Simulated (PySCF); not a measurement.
NGeFH2, in a box:

```
N Ge F H
1.0
    12.00000    0.00000    0.00000
     0.00000   12.00000    0.00000
     0.00000    0.00000   12.00000
N Ge F H
1 1 1 2
Direct
  0.44802 0.54119 0.48334
  0.52400 0.48679 0.60183
  0.62102 0.41190 0.52002
  0.38115 0.59160 0.48951
  0.46912 0.52350 0.40384
```

Base run:

| Property | Result |
| --- | --- |
| Program | PySCF 2.14.0 |
| Functional | wB97X |
| Potentials or basis | 6-31g* (all-electron) |
| k mesh | 1 × 1 × 1 |
| Occupations | fixed |
| Spin | no spin polarisation |

Its results: gap between the frontier levels 10.71 eV.

Q: The run is repeated on the same cell with these changes: functional from wB97X to M06-2X. What comes out?

A: Gap between the frontier levels 8.27 eV.

Caveats: this is a molecule in a periodic box at the Γ point, so its band gap is the HOMO-LUMO gap; relativity is left out, which matters for the heavier elements; the basis of atomic orbitals isn't converged, which shifts pressures, moduli and gaps.

A k mesh can miss the band edges.

Not every run made on this cell is shown here.
